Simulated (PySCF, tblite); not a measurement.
# C₆H₁₁FOSi: geometry, infrared bands and NMR shifts

Aim: predict the infrared bands and NMR shifts of C₆H₁₁FOSi (`F/C=C\O[SiH2]CC1CC1`).

Computed with tblite 0.8.0 and PySCF 2.14.0, with density-fitted response routines of our own, on a single molecule in the gas phase. Atoms count from 0, in the outputs and in this text.

## 1. The molecule as given

20 atoms, charge 0, multiplicity 1; geometry from: force field or distance geometry start.

Bonds of the start (Å): F0–C1 1.35, C1–C2 1.32, C2–O3 1.38, O3–Si4 1.69, Si4–C5 1.88, C5–C6 1.51, C6–C7 1.50, C7–C8 1.52, C8–C6 1.50, C1–H9 1.10, C2–H10 1.10, Si4–H11 1.49, Si4–H12 1.45, C5–H13 1.11, C5–H14 1.10, C6–H15 1.10, C7–H16 1.12, C7–H17 1.11, C8–H18 1.13, C8–H19 1.10.

## 2. Geometry optimisation with GFN2-xTB

Job settings and geometry (Å):

```
{"job": {"kind": "relax", "xc": "GFN2-xTB", "basis": "xTB"}, "charge": 0, "multiplicity": 1}
F      3.259400     1.249400     0.476200
C      3.825500     0.121700     0.006500
C      3.174900    -0.850100    -0.595000
O      1.826400    -0.840600    -0.866100
Si     0.671300     0.376800    -0.650400
C     -0.490100    -0.216000     0.704200
C     -1.815200     0.459400     0.438600
C     -2.492700     0.182500    -0.876000
C     -3.059500    -0.376000     0.420800
H      4.908500     0.011100     0.176700
H      3.739000    -1.727000    -0.932200
H     -0.203000     0.458900    -1.859100
H      1.156800     1.707300    -0.348100
H     -0.064400     0.123800     1.668100
H     -0.555800    -1.316900     0.670000
H     -1.867300     1.488300     0.828700
H     -3.046900     1.028500    -1.359100
H     -1.968400    -0.516000    -1.558900
H     -4.038500     0.109600     0.701900
H     -2.965200    -1.463900     0.540500
```

Command:

```
OMP_NUM_THREADS=1 python probes_run.py task.json out
```

The driver reads the jobs from task.json and runs them one after another.

**Question.** This job is followed by: GFN2-xTB harmonic vibrations, gas phase; GIAO PBE0/pcSseg-1 NMR shielding, non-relativistic, gas phase. What will the session give for the following? strongest single infrared mode (GFN2-xTB); zero-point energy (GFN2-xTB); 13C shifts against TMS (PBE0/pcSseg-1, means over atoms taken as alike); 1H shifts against TMS (PBE0/pcSseg-1, means over atoms taken as alike); 19F shifts against CFCl3 (PBE0/pcSseg-1); 17O shifts against H2O (PBE0/pcSseg-1); 29Si shifts against TMS (PBE0/pcSseg-1); surface potential, 1st and 99th percentile.

As calculated:

```
                                                               quantity                                         value
                              strongest single infrared mode (GFN2-xTB)                         2257 cm⁻¹, 328 km/mol
                                           zero-point energy (GFN2-xTB)                                 96.2 kcal/mol
13C shifts against TMS (PBE0/pcSseg-1, means over atoms taken as alike)              142.9, 132.2, 24.0, 8.2, 5.4 ppm
 1H shifts against TMS (PBE0/pcSseg-1, means over atoms taken as alike)  6.37, 5.78, 5.35, 1.00, 0.47, 0.36, 0.00 ppm
                               19F shifts against CFCl3 (PBE0/pcSseg-1)                                    -170.0 ppm
                                 17O shifts against H2O (PBE0/pcSseg-1)                                      82.4 ppm
                                29Si shifts against TMS (PBE0/pcSseg-1)                                     -13.5 ppm
                                  surface potential, 1st and 99th percentile                            -0.82 V and 1.08 V
```

In words: Relaxing lowered the energy by 0.609 eV in 83 steps; the close pair that moved most is O3–Si4, from 1.692 to 1.640 Å. The lowest mode is imaginary (48i cm⁻¹), so the xTB geometry is not a minimum. The strongest single mode, at 2257 cm⁻¹, moves mainly H11. GFN2-xTB is a fitted tight-binding method: band positions and strengths are rough. Its intensities can rank the bands wrongly. At PBE0/pcSseg-1: The largest span, 196 ppm, is at O3, where the paramagnetic term is -146 ppm.
